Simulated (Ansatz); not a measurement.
# CH₇AlN₂: geometry and vibrations

Aim: relax CH₇AlN₂ from a cheap starting geometry, check the end point by its vibrations and derive ideal-gas thermochemistry, and look at its orbitals and charge.

The runs use Ansatz 0.2.0, Gaussian basis; RKS PBE0-D4/def2-TZVP.

Levels to be run: relaxation at PBE-D4/def2-SVP; relaxation at PBE0-D4/def2-TZVP; harmonic vibrations at the same level; a single point in def2-TZVPP for the fields.

### Step 1. The system as given

SMILES `NC[NH][AlH2]`, 11 atoms, charge 0, spin multiplicity 1.

Atoms are counted from 1 here; the program's logs count them from 0.

Bond lengths: N1–C2 1.407 Å, N1–H5 1.105 Å, N1–H6 1.066 Å, C2–N3 1.440 Å, C2–H7 1.135 Å, C2–H8 1.078 Å, N3–Al4 1.957 Å, N3–H9 1.106 Å, Al4–H10 1.525 Å, Al4–H11 1.646 Å. Angles: C2–N1–H5 107.5°, C2–N1–H6 111.0°, H5–N1–H6 101.5°, N1–C2–N3 108.0°, N1–C2–H7 108.7°, N1–C2–H8 111.7°, N3–C2–H7 110.0°, N3–C2–H8 110.1°, H7–C2–H8 108.3°, C2–N3–Al4 111.4°, C2–N3–H9 108.8°, Al4–N3–H9 103.6°, N3–Al4–H10 122.0°, N3–Al4–H11 115.6°, H10–Al4–H11 122.1°.

As a file:

```
N    -0.85320    1.73090    0.21880
C    -0.31540    0.54820   -0.32230
N     0.17190   -0.25770    0.76710
Al    1.03530   -1.88910    0.11620
H    -1.24470    2.33200   -0.62130
H    -1.74400    1.52880    0.76780
H     0.53990    0.82180   -1.01660
H    -1.04970   -0.00070   -0.88920
H     0.99150    0.28500    1.27390
H     2.15770   -1.85400   -0.91560
H     0.37610   -3.30220    0.64200
```

The start is a force-field geometry with small random shifts, so a cheaper pass at PBE-D4/def2-SVP comes first.

### Step 2. Optimising with PBE-D4/def2-SVP (cheap first pass)

File in.yaml:

```yaml
crystal:
  periodic: [false, false, false]
  atoms:
    - {symbol: N, position_ang: [-0.853200, 1.730900, 0.218800]}
    - {symbol: C, position_ang: [-0.315400, 0.548200, -0.322300]}
    - {symbol: N, position_ang: [0.171900, -0.257700, 0.767100]}
    - {symbol: Al, position_ang: [1.035300, -1.889100, 0.116200]}
    - {symbol: H, position_ang: [-1.244700, 2.332000, -0.621300]}
    - {symbol: H, position_ang: [-1.744000, 1.528800, 0.767800]}
    - {symbol: H, position_ang: [0.539900, 0.821800, -1.016600]}
    - {symbol: H, position_ang: [-1.049700, -0.000700, -0.889200]}
    - {symbol: H, position_ang: [0.991500, 0.285000, 1.273900]}
    - {symbol: H, position_ang: [2.157700, -1.854000, -0.915600]}
    - {symbol: H, position_ang: [0.376100, -3.302200, 0.642000]}
basis:
  gaussian: {orbitals: def2-SVP}
hamiltonian: {xc: pbe, dispersion: d4}
relax: {f_tol: 0.03, max_steps: 200}
```

Started as:

```sh
> ansatz run in.yaml --threads 2 --pin off --events-out ev --progress --plain --max-ram 4352MiB
```

Standard output, shortened:

```text
Functional definition: PBE
  name "PBE"
  cite "Perdew, Burke & Ernzerhof, Phys. Rev. Lett. 77, 3865 (1996) doi:10.1103/PhysRevLett.77.3865"
  parent pbe
[...]
1101 factors; their error is unknown
[...]
mean field -10712.76436858 eV, -393.6868291728 hartree, gradient 2.6e-5 eV, S^2 0.000000; 0 other end points of the search recorded, 0 dependent functions left out
[...]
reference -10712.76441064 eV, -393.6868307186 hartree; 20, 20 occupied and 75, 75 virtual orbitals, 1101 factors
relax step   1: F+E_penalty+E_count = -10712.94417362 eV  Δ(F+E_penalty+E_count) = +0.000e0 eV  max|allowed force component| = 3.174e0 eV/Å  Δτ_max = 0.0000 Å  (27 SCF iters, accepted)
[...]
relax step   5: F+E_penalty+E_count = -10713.77359617 eV  Δ(F+E_penalty+E_count) = -1.005e-1 eV  max|allowed force component| = 3.395e-1 eV/Å  Δτ_max = 0.1946 Å  (28 SCF iters, accepted)
[...]
relax step   9: F+E_penalty+E_count = -10714.11913977 eV  Δ(F+E_penalty+E_count) = -5.456e-2 eV  max|allowed force component| = 1.648e-1 eV/Å  Δτ_max = 0.2000 Å  (29 SCF iters, accepted)
[...]
relax step  13: F+E_penalty+E_count = -10714.21189561 eV  Δ(F+E_penalty+E_count) = -5.555e-3 eV  max|allowed force component| = 2.200e-1 eV/Å  Δτ_max = 0.1770 Å  (29 SCF iters, accepted)
[...]
relax step  16: F+E_penalty+E_count = -10714.21943154 eV  Δ(F+E_penalty+E_count) = -8.356e-4 eV  max|allowed force component| = 1.827e-2 eV/Å  Δτ_max = 0.0234 Å  (31 SCF iters, accepted)
1101 factors; their error is unknown
[...]
mean field -10714.03809126 eV, -393.7336376181 hartree, gradient 2.7e-5 eV, S^2 0.000000; 1 other end points of the search recorded, 0 dependent functions left out
[...]
reference -10714.03813264 eV, -393.7336391388 hartree; 20, 20 occupied and 75, 75 virtual orbitals, 1101 factors
Total energy: -10714.21947292 eV, -393.7403032710 hartree
Atom 0 at    -1.133870     1.464701     0.217907 Å, force     0.000661     0.003902    -0.009373 eV/Å
Atom 1 at     0.037290     0.810894    -0.354412 Å, force     0.015372     0.018274    -0.006550 eV/Å
Atom 2 at     0.521319    -0.237800     0.519820 Å, force     0.001752    -0.011548     0.008430 eV/Å
Atom 3 at     0.792553    -1.973111     0.159783 Å, force     0.010047    -0.012641     0.014517 eV/Å
Atom 4 at    -1.368626     2.311254    -0.316355 Å, force    -0.000672    -0.000960     0.004462 eV/Å
Atom 5 at    -1.949881     0.840767     0.159013 Å, force    -0.000148    -0.008111     0.001623 eV/Å
Atom 6 at     0.808047     1.607461    -0.497473 Å, force    -0.007839    -0.000135     0.003224 eV/Å
Atom 7 at    -0.116965     0.350491    -1.365272 Å, force    -0.007624     0.006814    -0.000393 eV/Å
Atom 8 at     0.660013     0.127493     1.470492 Å, force    -0.002983     0.004849    -0.009974 eV/Å
Atom 9 at     0.466200    -2.476559    -1.321281 Å, force    -0.004903     0.000547    -0.004343 eV/Å
Atom 10 at     1.349322    -2.882590     1.348578 Å, force    -0.003662    -0.000992    -0.001623 eV/Å
Dipole moment:    -0.155924     0.265920    -0.140850 e Å
```

It took 30 s on 2 threads of Arm Neoverse V1, shared host.

Along the way:

```tsv
step	energy from step 1 (eV)	largest force component (eV/Å)
1	0.0000	3.1739
2	-0.5152	1.3004
3	-0.6366	0.3007
4	-0.7289	0.1809
5	-0.8294	0.3395
6	-0.9388	0.5268
7	-1.0429	0.3829
8	-1.1204	0.2578
9	-1.1750	0.1648
10	-1.2143	0.1459
11	-1.2463	0.0842
12	-1.2622	0.2651
13	-1.2677	0.2200
14	-1.2744	0.1011
15	-1.2737	0.0608
16	-1.2753	0.0183
```

Close pairs (by a distance rule), those that changed most:

```tsv
bond	before (Å)	after (Å)	change (Å)
N3–Al4	1.957	1.793	-0.164
N3–H9	1.106	1.028	-0.078
N1–H5	1.105	1.028	-0.076
Al4–H10	1.525	1.598	+0.073
N1–C2	1.407	1.458	+0.051
Al4–H11	1.646	1.597	-0.049
C2–H8	1.078	1.121	+0.044
N1–H6	1.066	1.029	-0.037
```

### Step 3. Optimising with PBE0-D4/def2-TZVP

File in.yaml:

```yaml
crystal:
  periodic: [false, false, false]
  atoms:
    - {symbol: N, position_ang: [-1.133870, 1.464701, 0.217907]}
    - {symbol: C, position_ang: [0.037290, 0.810894, -0.354412]}
    - {symbol: N, position_ang: [0.521319, -0.237800, 0.519820]}
    - {symbol: Al, position_ang: [0.792553, -1.973111, 0.159783]}
    - {symbol: H, position_ang: [-1.368626, 2.311254, -0.316355]}
    - {symbol: H, position_ang: [-1.949881, 0.840767, 0.159013]}
    - {symbol: H, position_ang: [0.808047, 1.607461, -0.497473]}
    - {symbol: H, position_ang: [-0.116965, 0.350491, -1.365272]}
    - {symbol: H, position_ang: [0.660013, 0.127493, 1.470492]}
    - {symbol: H, position_ang: [0.466200, -2.476559, -1.321281]}
    - {symbol: H, position_ang: [1.349322, -2.882590, 1.348578]}
basis:
  gaussian: {orbitals: def2-TZVP}
hamiltonian: {xc: pbe0, dispersion: d4}
relax: {f_tol: 0.005, max_steps: 150}
```

Same command.

Standard output, shortened:

```text
Functional definition: PBE0
  name "PBE0"
  cite "Adamo & Barone, J. Chem. Phys. 110, 6158 (1999) doi:10.1063/1.478522"
  cite "Perdew, Burke & Ernzerhof, Phys. Rev. Lett. 77, 3865 (1996) doi:10.1103/PhysRevLett.77.3865"
  parent pbe
[...]
1077 factors; their error is unknown
[...]
mean field -10722.14845060 eV, -394.0316878261 hartree, gradient 5.6e-5 eV, S^2 0.000000; 0 other end points of the search recorded, 0 dependent functions left out
[...]
reference -10722.14848630 eV, -394.0316891384 hartree; 20, 20 occupied and 152, 152 virtual orbitals, 1077 factors
relax step   1: F+E_penalty+E_count = -10722.30075372 eV  Δ(F+E_penalty+E_count) = +0.000e0 eV  max|allowed force component| = 6.333e-1 eV/Å  Δτ_max = 0.0000 Å  (28 SCF iters, accepted)
[...]
Atom 1 at     0.054131     0.809619    -0.353246 Å, force     0.002185    -0.000446    -0.003009 eV/Å
Atom 2 at     0.521671    -0.229226     0.523559 Å, force     0.001966     0.002074     0.003843 eV/Å
Atom 3 at     0.776400    -1.942619     0.162112 Å, force    -0.004472    -0.001613    -0.000720 eV/Å
Atom 4 at    -1.386936     2.262437    -0.348777 Å, force    -0.000242    -0.000244    -0.000586 eV/Å
Atom 5 at    -1.910774     0.806436     0.190824 Å, force    -0.001156     0.000454    -0.000213 eV/Å
Atom 6 at     0.809057     1.597676    -0.478596 Å, force    -0.000456     0.000863     0.000788 eV/Å
Atom 7 at    -0.100085     0.359789    -1.346373 Å, force    -0.000335     0.000169    -0.000049 eV/Å
Atom 8 at     0.672108     0.134580     1.455428 Å, force     0.000824     0.000082    -0.000079 eV/Å
Atom 9 at     0.440749    -2.434803    -1.306216 Å, force     0.000767     0.000492     0.000505 eV/Å
Atom 10 at     1.316715    -2.870193     1.325530 Å, force     0.001197    -0.000089    -0.000843 eV/Å
Dipole moment:    -0.111897     0.178755    -0.160995 e Å
```

Wall time 29 s (2 threads of Arm Neoverse V1, shared host).

Step by step:

```tsv
step	energy from step 1 (eV)	largest force component (eV/Å)
1	0.0000	0.6333
2	-0.0382	0.2475
3	-0.0433	0.0370
4	-0.0435	0.0376
5	-0.0437	0.0120
6	-0.0438	0.0045
```

Distances of close pairs at the start and the end, largest changes first:

```tsv
bond	before (Å)	after (Å)	change (Å)
N3–Al4	1.793	1.770	-0.023
C2–H8	1.121	1.101	-0.020
C2–H7	1.118	1.098	-0.019
N3–H9	1.028	1.012	-0.016
N1–H6	1.029	1.013	-0.016
N1–H5	1.028	1.013	-0.015
Al4–H11	1.597	1.583	-0.014
Al4–H10	1.598	1.585	-0.013
```

Mulliken charges at the end point, from the run's report:

```tsv
atom	value (e)
N1	-0.51
C2	-0.05
N3	-0.41
Al4	0.31
H5	0.21
H6	0.21
H7	0.11
H8	0.11
H9	0.21
H10	-0.10
H11	-0.10
```

### Step 4. Vibrations by finite differences

File in.yaml:

```yaml
crystal:
  periodic: [false, false, false]
  atoms:
    - {symbol: N, position_ang: [-1.127634, 1.449304, 0.196556]}
    - {symbol: C, position_ang: [0.054131, 0.809619, -0.353246]}
    - {symbol: N, position_ang: [0.521671, -0.229226, 0.523559]}
    - {symbol: Al, position_ang: [0.776400, -1.942619, 0.162112]}
    - {symbol: H, position_ang: [-1.386936, 2.262437, -0.348777]}
    - {symbol: H, position_ang: [-1.910774, 0.806436, 0.190824]}
    - {symbol: H, position_ang: [0.809057, 1.597676, -0.478596]}
    - {symbol: H, position_ang: [-0.100085, 0.359789, -1.346373]}
    - {symbol: H, position_ang: [0.672108, 0.134580, 1.455428]}
    - {symbol: H, position_ang: [0.440749, -2.434803, -1.306216]}
    - {symbol: H, position_ang: [1.316715, -2.870193, 1.325530]}
basis:
  gaussian: {orbitals: def2-TZVP}
hamiltonian: {xc: pbe0, dispersion: d4}
phonons: {temperatures: {t_min: 298.15, t_max: 900, t_step: 200}}
```

Launched as before.

Standard output, shortened:

```text
Functional definition: PBE0
  name "PBE0"
  cite "Adamo & Barone, J. Chem. Phys. 110, 6158 (1999) doi:10.1063/1.478522"
  cite "Perdew, Burke & Ernzerhof, Phys. Rev. Lett. 77, 3865 (1996) doi:10.1103/PhysRevLett.77.3865"
  parent pbe
[...]
1077 factors; their error is unknown
[...]
mean field -10722.19087602 eV, -394.0332469316 hartree, gradient 5.4e-5 eV, S^2 0.000000; 0 other end points of the search recorded, 0 dependent functions left out
[...]
reference -10722.19091142 eV, -394.0332482325 hartree; 20, 20 occupied and 152, 152 virtual orbitals, 1077 factors
[...]
1077 factors; their error is unknown
mean field -10722.19068393 eV, -394.0332398725 hartree, gradient 2.5e-6 eV, S^2 0.000000; 0 other end points of the search recorded, 0 dependent functions left out
[...]
reference -10722.19071933 eV, -394.0332411734 hartree; 20, 20 occupied and 152, 152 virtual orbitals, 1077 factors
[...]
Atom 4 at    -1.386936     2.262437    -0.348777 Å, force    -0.000247    -0.000215    -0.000606 eV/Å
Atom 5 at    -1.910774     0.806436     0.190824 Å, force    -0.001138     0.000476    -0.000209 eV/Å
Atom 6 at     0.809057     1.597676    -0.478596 Å, force    -0.000460     0.000842     0.000798 eV/Å
Atom 7 at    -0.100085     0.359789    -1.346373 Å, force    -0.000335     0.000177    -0.000034 eV/Å
Atom 8 at     0.672108     0.134580     1.455428 Å, force     0.000818     0.000065    -0.000102 eV/Å
Atom 9 at     0.440749    -2.434803    -1.306216 Å, force     0.000776     0.000494     0.000501 eV/Å
Atom 10 at     1.316715    -2.870193     1.325530 Å, force     0.001211    -0.000066    -0.000854 eV/Å
Dipole moment:    -0.111898     0.178756    -0.160993 e Å
Vibrations: 93.25 194.45 240.11 286.33 438.29 530.29 591.97 626.03 733.22 791.97 837.71 1003.41 1048.74 1168.66 1213.87 1304.13 1400.44 1446.28 1519.40 1640.50 1930.63 1940.10 2973.84 3013.58 3516.41 3579.57 3607.55 cm⁻¹, zero-point energy 2.335288 eV
```

It took 3.2 min on 2 threads of Arm Neoverse V1, shared host.

Motions are named by where the mode's potential energy lies. Wavenumbers, unscaled:

```tsv
mode	cm⁻¹	motion
1	93	torsion
2	194	bend
3	240	torsion
4	286	torsion
5	438	bend with torsion
6	530	bend
7	592	torsion with out-of-plane bend
8	626	torsion
9	733	bend with Al–N stretch
10	792	bend with Al–N stretch
11	838	torsion with bend
12	1003	bend with torsion
13	1049	C–N stretch
14	1169	C–N stretch
15	1214	bend
16	1304	bend
17	1400	bend
18	1446	bend
19	1519	bend
20	1640	bend
21	1931	Al–H stretch
22	1940	Al–H stretch
23	2974	C–H stretch
24	3014	C–H stretch
25	3516	N–H stretch
26	3580	N–H stretch
27	3608	N–H stretch
```

Ideal gas, rigid rotor and harmonic oscillator at 298.15 K and 1 bar, with symmetry number 1:

```tsv
term	value
zero-point energy	53.9 kcal/mol
H(298) − E	58.4 kcal/mol
entropy, translation	162.5 J/(mol K)
entropy, rotation	105.8 J/(mol K)
entropy, vibration	51.7 J/(mol K)
entropy, total	320.0 J/(mol K)
```

### Step 5. Orbitals, density and potential

Changes to in.yaml since step 4:

```diff
@@ -15,4 +15,4 @@
 basis:
-  gaussian: {orbitals: def2-TZVP}
+  gaussian: {orbitals: def2-TZVPP}
 hamiltonian: {xc: pbe0, dispersion: d4}
-phonons: {temperatures: {t_min: 298.15, t_max: 900, t_step: 200}}
+output: {orbitals: {seedname: orbitals}}
```

Same command.

Standard output:

```text
Functional definition: PBE0
  name "PBE0"
  cite "Adamo & Barone, J. Chem. Phys. 110, 6158 (1999) doi:10.1063/1.478522"
  cite "Perdew, Burke & Ernzerhof, Phys. Rev. Lett. 77, 3865 (1996) doi:10.1103/PhysRevLett.77.3865"
  parent pbe
  parameter a = 0.25
  parameter kappa = 0.804
  parameter beta = 0.06672455060314922
  exchange = (1 - a)*pbe_x(kappa = kappa, mu = beta*pi^2/3) + a*exact_x
  correlation = pbe_c(beta = beta)
1203 factors; their error is unknown
mean field evaluation 1: about -10711.7721 eV, gradient 7.2e1 eV
mean field evaluation 2: about -10683.6585 eV, gradient 1.2e2 eV
mean field evaluation 4: about -10722.0999 eV, gradient 1.0e1 eV
mean field evaluation 8: about -10722.2800 eV, gradient 3.3e-1 eV
mean field evaluation 16: about -10722.2897 eV, gradient 1.7e-4 eV
mean field -10722.28965251 eV, -394.0368769006 hartree, gradient 2.5e-5 eV, S^2 0.000000; 0 other end points of the search recorded, 0 dependent functions left out
reference -10722.28968794 eV, -394.0368782026 hartree; 20, 20 occupied and 213, 213 virtual orbitals, 1203 factors
Total energy: -10722.44331745 eV, -394.0425239832 hartree
```

It took 4.1 s on 2 threads of Arm Neoverse V1, shared host.

The fields below are evaluated on a grid from the run's orbitals.

Frontier orbitals at PBE0-D4/def2-TZVPP, with the share of their density that lies nearest to each atom:

```tsv
orbital	energy (eV)	lies on
HOMO	-6.88	N1, N3 about 31 % each; H7, H8 about 7 % each
LUMO	-0.73	Al4 43 %; H10, H11 about 20 % each; N3 9 %
```

ELF in a plane through or near 5 of the atoms.

Values, 10 rows by 14 columns:
```
0.00 0.00 0.00 0.00 0.00 0.00 0.00 0.00 0.00 0.00 0.00 0.00 0.00 0.00
0.00 0.00 0.00 0.00 0.00 0.00 0.00 0.00 0.00 0.00 0.00 0.00 0.00 0.00
0.00 0.00 0.13 0.56 0.07 0.00 0.29 0.16 0.01 0.14 0.01 0.00 0.00 0.00
0.00 0.19 1.00 1.00 0.82 0.07 0.78 0.53 0.28 0.92 0.48 0.01 0.00 0.00
0.00 0.47 1.00 1.00 0.44 0.38 0.78 0.52 0.65 0.77 0.69 0.17 0.00 0.00
0.00 0.07 0.70 0.68 0.70 0.25 0.68 0.40 0.75 0.74 0.99 0.65 0.00 0.00
0.00 0.00 0.02 0.59 0.92 0.77 0.02 0.76 0.39 0.17 0.58 0.18 0.00 0.00
0.00 0.00 0.08 0.99 1.00 1.00 0.04 0.62 0.46 0.00 0.00 0.00 0.00 0.00
0.00 0.00 0.00 0.59 0.98 0.88 0.02 0.00 0.00 0.00 0.00 0.00 0.00 0.00
0.00 0.00 0.00 0.00 0.01 0.00 0.00 0.00 0.00 0.00 0.00 0.00 0.00 0.00
```
The map spans 11.8 Å across and 8.6 Å up, centred on the molecule. Atoms in the plane (x, y in Å): N1 (1.8, 0.3), Al4 (-2.1, -0.1), H5 (2.7, -0.1), H10 (-2.2, -1.7), H11 (-3.3, 0.9).

log10 of the density (e/Å³) in the same plane.

Ten even steps from '0' (-4.0) to '9' (1.6):
```
0000000000000000000000000000
0000000000000000000000000000
0000000000001100000000000000
0000111111112221111000000000
0001223222233332222210000000
0012344443345544344332100000
0123455554456654555543200000
0123567655567765666654210000
0124567666677766677764320000
0123456678677766788765421000
0123455699766666777775421000
0012345577655566666654320000
0012345666654556555443210000
0001235677654455543332100000
0001234566543344432211000000
0000123455433222221000000000
0000122333322111110000000000
0000012222221000000000000000
0000000111100000000000000000
0000000000000000000000000000
```
The map spans 11.8 Å across and 8.6 Å up, centred on the molecule. Atoms in the plane (x, y in Å): N1 (1.8, 0.3), Al4 (-2.1, -0.1), H5 (2.7, -0.1), H10 (-2.2, -1.7), H11 (-3.3, 0.9).

On the surface of density 0.002 e/bohr³ the electrostatic potential runs, from the 1st to the 99th percentile, from -1.47 V near N1 to 2.40 V near Al4.

### Step 6. Outcome

| quantity | value |
| --- | --- |
| point group | C1 |
| steps | 16 + 6 |
| shift from the start (rms) | 0.900 Å |
| total energy | -10722.3445 eV |
| dispersion term | -154 meV |
| dipole moment | 1.27 D |
| lowest, highest wavenumber | 93, 3608 cm⁻¹ |
| zero-point energy | 53.9 kcal/mol |
| entropy at 298.15 K | 320.0 J/(mol K) |
| HOMO, LUMO | -6.88, -0.73 eV |

**Reading.** The relaxed geometry lies 0.90 Å (rms) from the start; the bond that changed most is N3–Al4, from 1.957 to 1.770 Å. All wavenumbers are real, so the end point is a minimum. The stiffest mode, 3608 cm⁻¹, is an N–H stretch, and 2 modes under 200 cm⁻¹ make the vibrational entropy uncertain. Harmonic hybrid wavenumbers usually lie a few per cent above measured fundamentals. The largest Mulliken charge, -0.51 e, sits on N1. The HOMO lies mostly on N1, N3 about 31 % each; H7, H8 about 7 % each and the LUMO on Al4 43 %; H10, H11 about 20 % each.
